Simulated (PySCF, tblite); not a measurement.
# C6H7NO: a rotation path, then NMR shifts on frames, part 1 of 2

Aim: move C6H7NO (`C#C[C@H](C#N)COC`) away from its starting geometry and see how NMR shifts follow the geometry.

Programs: tblite 0.8.0 and PySCF 2.14.0, with density-fitted response routines of our own. Each step states its level of theory. These are calculated values for one molecule in the gas phase, unless marked as measured. Atoms are numbered from 0 throughout.

## 1. Starting geometry

15 atoms, charge 0, multiplicity 1; geometry from: GFN2-xTB.

Bonds of the start (Å): C0–C1 1.20, C1–C2 1.45, C2–C3 1.45, C3–N4 1.14, C2–C5 1.54, C5–O6 1.40, O6–C7 1.40, C0–H8 1.05, C2–H9 1.10, C5–H10 1.10, C5–H11 1.10, C7–H12 1.09, C7–H13 1.10, C7–H14 1.10.

## 2. The rotation path with GFN2-xTB

What the job is given:

```
{"job": {"kind": "neb", "xc": "GFN2-xTB", "basis": "xTB", "atoms": [1, 2, 5, 6], "turn": 120}, "charge": 0, "multiplicity": 1}
C     -3.022030    -1.323208    -0.483911
C     -2.136461    -0.612256    -0.108921
C     -1.049582     0.258282     0.310227
C     -1.304125     1.597569    -0.184078
N     -1.512787     2.641868    -0.595830
C      0.303564    -0.253998    -0.216302
O      1.323158     0.463803     0.430389
C      2.606795     0.141130    -0.037454
H     -3.802981    -1.951948    -0.791894
H     -1.000740     0.298709     1.406139
H      0.357798    -0.117589    -1.308363
H      0.390197    -1.332463    -0.001855
H      3.304614     0.745786     0.537084
H      2.827810    -0.922696     0.115439
H      2.710356     0.375001    -1.103893
```

Level: GFN2-xTB climbing-image nudged elastic band, gas phase.

Started as:

```sh
OMP_NUM_THREADS=1 python probes_run.py task.json out
```

The driver reads the jobs from task.json and runs them one after another.

Log:

```text
image   E - E0 / eV
  0      -0.0000
  1       0.0068
  2       0.0209
  3       0.0352
  4       0.0423
  5       0.0391
  6       0.0281
  7       0.0160
  8       0.0080
```

Run time: 2.6 s. Hardware: 1 thread of Arm Neoverse V2, shared host; peak memory 0.19 GiB.

The final band, with the dihedral C1–C2–C5–O6:

```csv
image,dihedral (°),energy (eV),energy (kcal/mol)
0,-169,0.000,0.0
1,-156,0.007,0.2
2,-144,0.021,0.5
3,-132,0.035,0.8
4,-120,0.042,1.0
5,-108,0.039,0.9
6,-96,0.028,0.6
7,-84,0.016,0.4
8,-73,0.008,0.2
```

## 3. NMR shieldings: image 0, PBE0/pcSseg-1

What the job is given:

```
{"job": {"kind": "nmr", "xc": "PBE0", "basis": "pcSseg-1", "pop": false}, "charge": 0, "multiplicity": 1}
C     -3.022000    -1.323200    -0.483900
C     -2.136500    -0.612300    -0.108900
C     -1.049600     0.258300     0.310200
C     -1.304100     1.597600    -0.184100
N     -1.512800     2.641900    -0.595800
C      0.303600    -0.254000    -0.216300
O      1.323200     0.463800     0.430400
C      2.606800     0.141100    -0.037500
H     -3.803000    -1.951900    -0.791900
H     -1.000700     0.298700     1.406100
H      0.357800    -0.117600    -1.308400
H      0.390200    -1.332500    -0.001900
H      3.304600     0.745800     0.537100
H      2.827800    -0.922700     0.115400
H      2.710400     0.375000    -1.103900
```

Level: GIAO PBE0/pcSseg-1 NMR shielding, non-relativistic, gas phase.

Log:

```text
coarse grid: 13008 points
cycle   1  E = -362.0802265513  dE =  1.169e+00  |g| = 6.939e-01  |ddm| = 3.607e+00
cycle   2  E = -361.8574095448  dE =  2.228e-01  |g| = 1.253e+00  |ddm| = 1.903e+00
cycle   3  E = -362.1692727311  dE = -3.119e-01  |g| = 2.415e-01  |ddm| = 1.258e+00
cycle   4  E = -362.1807864164  dE = -1.151e-02  |g| = 9.110e-02  |ddm| = 2.212e-01
cycle   5  E = -362.1823748076  dE = -1.588e-03  |g| = 2.143e-02  |ddm| = 7.521e-02
cycle   6  E = -362.1824619243  dE = -8.712e-05  |g| = 9.004e-03  |ddm| = 2.327e-02
cycle   7  E = -362.1824799807  dE = -1.806e-05  |g| = 2.777e-03  |ddm| = 7.705e-03
cycle   8  E = -362.1824816473  dE = -1.667e-06  |g| = 4.481e-04  |ddm| = 2.298e-03
final grid: 127056 points
cycle   9  E = -362.2416948825  dE = -3.129e-05  |g| = 1.079e-02  |ddm| = 4.103e-02
cycle  10  E = -362.2416770338  dE =  1.785e-05  |g| = 1.494e-02  |ddm| = 1.937e-02
cycle  11  E = -362.2417165321  dE = -3.950e-05  |g| = 1.796e-03  |ddm| = 1.234e-02
cycle  12  E = -362.2417171791  dE = -6.469e-07  |g| = 5.441e-04  |ddm| = 1.728e-03
cycle  13  E = -362.2417172431  dE = -6.409e-08  |g| = 1.858e-04  |ddm| = 4.752e-04
cycle  14  E = -362.2417172501  dE = -6.976e-09  |g| = 7.165e-05  |ddm| = 1.616e-04
cycle  15  E = -362.2417172511  dE = -9.818e-10  |g| = 2.495e-05  |ddm| = 6.240e-05
converged SCF energy = -362.2417172511

GIAO shielding tensors (ppm)
atom      isotropic    diamagn.    paramagn.     s11        s22        s33       span
  0 C      106.242     255.647    -149.405     32.500     35.814    250.411    217.911
  1 C      107.141     262.074    -154.933      9.101     14.924    297.398    288.297
  2 C      162.593     239.354     -76.761    149.630    164.270    173.878     24.247
  3 C       65.058     260.128    -195.070    -51.868    -46.288    293.331    345.199
  4 N      -32.857     339.087    -371.944   -199.157   -193.918    294.503    493.660
  5 C      107.062     244.074    -137.012     76.665     90.936    153.586     76.920
  6 O      306.285     397.378     -91.092    271.358    316.163    331.335     59.978
  7 C      125.668     243.300    -117.632     94.326     98.744    183.936     89.610
  8 H       29.970      33.261      -3.291     24.816     24.910     40.184     15.368
  9 H       28.226      26.548       1.678     24.819     27.019     32.841      8.022
 10 H       28.050      30.685      -2.635     25.149     28.137     30.864      5.715
 11 H       28.048      30.479      -2.432     24.085     28.707     31.351      7.266
 12 H       27.688      27.715      -0.027     23.715     25.179     34.170     10.455
 13 H       28.365      28.380      -0.016     24.641     25.903     34.550      9.909
 14 H       28.259      28.604      -0.345     24.416     26.126     34.235      9.819
```

Run time: 15 s. Hardware: 1 thread of Arm Neoverse V2, shared host; peak memory 0.76 GiB.

Shifts follow as δ = σ(reference) − σ, with reference shieldings (ppm) from runs at the same level and on the same kind of geometry: 1H TMS 31.72, 13C TMS 186.9, 15N NH3 267.7, 17O H2O 336.1. The references are single molecules in the gas phase, so shifts against H2O, NH3, PH3, H3PO4 or CFCl3 are not on the usual liquid scales and can be off by tens of ppm. Each atom is listed at this fixed geometry, with no averaging over motion; a spectrum would average atoms that exchange fast.

```csv
atoms,environment,σ (ppm),δ (ppm)
C3,nitrile carbon,65.1,121.9
C0,terminal alkyne carbon,106.2,80.7
C5,sp3 CH2 bonded to O,107.1,79.9
C1,alkyne carbon,107.1,79.8
C7,methyl carbon bonded to O,125.7,61.3
C2,sp3 CH α to a nitrile,162.6,24.3
H12,hydrogen on a methyl carbon bonded to O,27.69,4.03
H11,hydrogen on an sp3 CH2 bonded to O,28.05,3.67
H10,hydrogen on an sp3 CH2 bonded to O,28.05,3.67
H9,hydrogen on an sp3 CH α to a nitrile,28.23,3.49
H14,hydrogen on a methyl carbon bonded to O,28.26,3.46
H13,hydrogen on a methyl carbon bonded to O,28.36,3.35
H8,hydrogen on a terminal alkyne carbon,29.97,1.75
N4,nitrile nitrogen,-32.9,300.6
O6,ether oxygen,306.3,29.8
```

## 4. Shielding tensors: image 2, PBE0/pcSseg-1

What the job is given:

```
{"job": {"kind": "nmr", "xc": "PBE0", "basis": "pcSseg-1", "pop": false}, "charge": 0, "multiplicity": 1}
C     -2.944200    -1.424100    -0.286100
C     -2.103100    -0.613900    -0.029500
C     -1.050600     0.352200     0.244800
C     -1.421400     1.629200    -0.331700
N     -1.711000     2.618100    -0.824600
C      0.303500    -0.122100    -0.327700
O      1.322200     0.279700     0.552900
C      2.610100     0.012300     0.060100
H     -3.686900    -2.136400    -0.491200
H     -0.934000     0.475800     1.329700
H      0.464300     0.312800    -1.327500
H      0.291700    -1.220000    -0.429800
H      3.309800     0.364900     0.815100
H      2.758100    -1.062400    -0.103800
H      2.787200     0.541900    -0.884100
```

Method: GIAO PBE0/pcSseg-1 NMR shielding, non-relativistic, gas phase.

Log:

```text
coarse grid: 13008 points
cycle   1  E = -362.0769586896  dE =  1.166e+00  |g| = 6.973e-01  |ddm| = 3.599e+00
cycle   2  E = -361.8486508028  dE =  2.283e-01  |g| = 1.266e+00  |ddm| = 1.930e+00
cycle   3  E = -362.1668823203  dE = -3.182e-01  |g| = 2.403e-01  |ddm| = 1.307e+00
cycle   4  E = -362.1782735559  dE = -1.139e-02  |g| = 9.145e-02  |ddm| = 2.184e-01
cycle   5  E = -362.1798772481  dE = -1.604e-03  |g| = 2.175e-02  |ddm| = 7.811e-02
cycle   6  E = -362.1799661883  dE = -8.894e-05  |g| = 9.300e-03  |ddm| = 2.324e-02
cycle   7  E = -362.1799856314  dE = -1.944e-05  |g| = 2.724e-03  |ddm| = 8.192e-03
cycle   8  E = -362.1799872289  dE = -1.598e-06  |g| = 4.535e-04  |ddm| = 2.260e-03
final grid: 127056 points
cycle   9  E = -362.2387950719  dE = -3.162e-05  |g| = 1.074e-02  |ddm| = 4.693e-02
cycle  10  E = -362.2387776979  dE =  1.737e-05  |g| = 1.483e-02  |ddm| = 1.969e-02
cycle  11  E = -362.2388166315  dE = -3.893e-05  |g| = 1.749e-03  |ddm| = 1.222e-02
cycle  12  E = -362.2388172383  dE = -6.068e-07  |g| = 5.337e-04  |ddm| = 1.756e-03
cycle  13  E = -362.2388172985  dE = -6.014e-08  |g| = 1.921e-04  |ddm| = 4.667e-04
cycle  14  E = -362.2388173062  dE = -7.751e-09  |g| = 6.430e-05  |ddm| = 1.645e-04
cycle  15  E = -362.2388173070  dE = -7.682e-10  |g| = 2.530e-05  |ddm| = 6.014e-05
converged SCF energy = -362.2388173070

GIAO shielding tensors (ppm)
atom      isotropic    diamagn.    paramagn.     s11        s22        s33       span
  0 C      106.308     255.194    -148.886     33.494     38.791    246.638    213.144
  1 C      105.624     262.885    -157.261      2.775     15.947    298.148    295.373
  2 C      162.740     238.861     -76.121    151.706    161.473    175.042     23.336
  3 C       63.971     260.032    -196.061    -56.122    -46.031    294.067    350.189
  4 N      -31.540     338.711    -370.251   -196.450   -188.923    290.753    487.203
  5 C      103.280     244.216    -140.936     74.804     89.562    145.475     70.671
  6 O      304.262     396.863     -92.601    257.614    315.742    339.429     81.815
  7 C      125.534     243.337    -117.803     93.863     98.852    183.887     90.024
  8 H       29.876      33.042      -3.166     24.845     24.911     39.873     15.028
  9 H       28.297      26.579       1.718     25.079     27.171     32.641      7.561
 10 H       27.794      31.115      -3.321     24.972     28.066     30.343      5.371
 11 H       27.817      30.701      -2.884     23.709     28.438     31.303      7.594
 12 H       27.730      27.664       0.066     23.830     25.207     34.153     10.324
 13 H       28.396      28.471      -0.076     24.716     25.995     34.476      9.760
 14 H       28.333      28.519      -0.186     24.539     26.233     34.227      9.688
```

It took 14 s on 1 thread of Arm Neoverse V2, shared host; peak memory 0.78 GiB.

This run: δ C3 123.0, C5 83.6, C1 81.3, C0 80.6, H12 3.99, H10 3.92 ppm.

(Continued in part 2 of 2.)
